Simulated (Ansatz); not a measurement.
**B3LYP/cc-pVDZ run of CH7NOSi (SMILES CO[SiH2]N)**

What is the vertical singlet–triplet gap of CH7NOSi at B3LYP/cc-pVDZ? 

Program for the calculation: Ansatz 0.2.0.

123 further runs of the same task are left out: 123 set aside as unsound or not needed.

### 1 The system as given

CH7NOSi: 11 atoms, total charge 0, spin state singlet. As SMILES, `CO[SiH2]N`. The coordinates come from a PBE0-D4/def2-TZVP relaxation. This is one conformer, not always the lowest.

Bond lengths: C1–O2 1.407 Å, O2–Si3 1.648 Å, Si3–N4 1.701 Å, C1–H5 1.097 Å, C1–H6 1.091 Å, C1–H7 1.097 Å, Si3–H8 1.488 Å, Si3–H9 1.488 Å, N4–H10 1.007 Å, N4–H11 1.007 Å. Some angles: C1–O2–Si3 122.1°, O2–Si3–N4 112.5°, O2–C1–H5 111.7°, O2–C1–H6 108.5°, O2–C1–H7 111.7°, O2–Si3–H8 108.4°, O2–Si3–H9 108.6°, N4–Si3–H8 108.4°, N4–Si3–H9 108.2°, Si3–N4–H10 120.7°.

### 2 A single-point energy at B3LYP/cc-pVDZ

Input file in.yaml:

```yaml
crystal:
  periodic: [false, false, false]
  atoms:
    - {symbol: C, position_ang: [-0.655300, 1.711900, 0.500200]}
    - {symbol: O, position_ang: [-0.610600, 0.508700, -0.227100]}
    - {symbol: Si, position_ang: [0.533800, -0.642700, 0.054300]}
    - {symbol: "N", position_ang: [0.344700, -2.006900, -0.943700]}
    - {symbol: H, position_ang: [0.258400, 2.302900, 0.362300]}
    - {symbol: H, position_ang: [-1.501500, 2.301200, 0.142400]}
    - {symbol: H, position_ang: [-0.790700, 1.531800, 1.573800]}
    - {symbol: H, position_ang: [0.421900, -1.079900, 1.472300]}
    - {symbol: H, position_ang: [1.874600, -0.055000, -0.212100]}
    - {symbol: H, position_ang: [-0.403400, -2.661100, -0.783300]}
    - {symbol: H, position_ang: [0.593600, -1.968000, -1.918400]}
basis:
  gaussian:
    orbitals: cc-pVDZ
hamiltonian:
  xc: {name: B3LYP}
accuracy: high
output: {orbitals: {seedname: orbitals}}
```

The run is started by

```bash
$ ansatz run in.yaml --threads 1 --pin off --max-ram 3480MiB --events-out events.jsonl --progress --plain --runs-dir runs
```

Standard output:

```text
Warning: RAYON_NUM_THREADS=1 ignored (pool sized by the plan → 1); use --threads N
Functional definition: B3LYP
  name "B3LYP"
  parameter a0 = 0.2
  parameter ax = 0.72
  parameter ac = 0.81
  exchange = (1 - a0 - ax)*slater_x + ax*b88_x + a0*exact_x
  correlation = (1 - ac)*vwn_rpa_c + ac*lyp_c
2294 factors; integrals over basis functions are off by at most 6.4e-9 eV
mean field evaluation 1: about -12558.2640 eV, gradient 6.8e1 eV
mean field evaluation 2: about -12546.5184 eV, gradient 1.0e2 eV
mean field evaluation 4: about -12567.3598 eV, gradient 5.4e0 eV
mean field evaluation 8: about -12567.6072 eV, gradient 3.8e-1 eV
mean field evaluation 16: about -12567.6075 eV, gradient 9.3e-6 eV
mean field -12567.60752613 eV, -461.8510579550 hartree, gradient 2.2e-8 eV, S^2 0.000000; 0 other end points of the search recorded, 0 dependent functions left out
reference -12567.60756914 eV, -461.8510595355 hartree; 21, 21 occupied and 74, 74 virtual orbitals, 2294 factors
Total energy: -12567.60756914 eV, -461.8510595355 hartree
```

Wall time 9.6 s (1 thread of Arm Neoverse V2, shared host); peak memory 0.34 GiB.

### 3 The triplet at the same level

Input file job.yaml:

```yaml
crystal:
  periodic: [false, false, false]
  atoms:
    - {symbol: C, position_ang: [-0.655300, 1.711900, 0.500200]}
    - {symbol: O, position_ang: [-0.610600, 0.508700, -0.227100]}
    - {symbol: Si, position_ang: [0.533800, -0.642700, 0.054300]}
    - {symbol: "N", position_ang: [0.344700, -2.006900, -0.943700]}
    - {symbol: H, position_ang: [0.258400, 2.302900, 0.362300]}
    - {symbol: H, position_ang: [-1.501500, 2.301200, 0.142400]}
    - {symbol: H, position_ang: [-0.790700, 1.531800, 1.573800]}
    - {symbol: H, position_ang: [0.421900, -1.079900, 1.472300]}
    - {symbol: H, position_ang: [1.874600, -0.055000, -0.212100]}
    - {symbol: H, position_ang: [-0.403400, -2.661100, -0.783300]}
    - {symbol: H, position_ang: [0.593600, -1.968000, -1.918400]}
basis:
  gaussian:
    orbitals: cc-pVDZ
magnetization:
  spin_polarized: true
  initial_magnetization: 2
hamiltonian:
  xc: {name: B3LYP}
accuracy: high
output:
  orbitals: {seedname: orbitals}
```

The run is started by

```bash
$ ansatz run job.yaml --threads 1 --pin off --max-ram 3480MiB --events-out events.jsonl --progress --plain --runs-dir runs
```

Standard output (excerpt; [...] marks lines left out):

```text
Warning: RAYON_NUM_THREADS=1 ignored (pool sized by the plan → 1); use --threads N
[... 7 set-up lines as earlier in the session ...]
2294 factors; integrals over basis functions are off by at most 6.4e-9 eV
mean field evaluation 1: about -12548.0813 eV, gradient 5.1e1 eV
mean field evaluation 2: about -12517.4745 eV, gradient 8.9e1 eV
mean field evaluation 4: about -12555.1835 eV, gradient 3.1e1 eV
mean field evaluation 8: about -12560.5847 eV, gradient 1.9e0 eV
mean field evaluation 16: about -12560.8404 eV, gradient 6.2e-3 eV
mean field evaluation 32: about -12560.8404 eV, gradient 1.1e-5 eV
mean field -12560.84036806 eV, -461.6023694829 hartree, gradient 7.4e-8 eV, S^2 2.002433; 3 other end points of the search recorded, 0 dependent functions left out
reference -12560.84041486 eV, -461.6023712027 hartree; 22, 20 occupied and 73, 75 virtual orbitals, 2294 factors
Total energy: -12560.84041486 eV, -461.6023712027 hartree
```

It took 29 s on 1 thread of Arm Neoverse V2, shared host; peak memory 0.47 GiB.

### 4 What came out

Level: B3LYP/cc-pVDZ.

| quantity | value |
| --- | --- |
| singlet: total energy | -461.85106 Eh |
| singlet: HOMO energy | -7.20 eV |
| singlet: LUMO energy | 1.21 eV |
| singlet: HOMO–LUMO gap | 8.41 eV |
| triplet: total energy | -461.60237 Eh |
| triplet: HOMO energy (highest over α and β) | -1.27 eV |
| triplet: ⟨S²⟩ | 2.002 |
| vertical energy of the triplet above the singlet | 6.767 eV |

In words: At this shape the triplet lies 6.77 eV (156 kcal/mol) above the singlet.
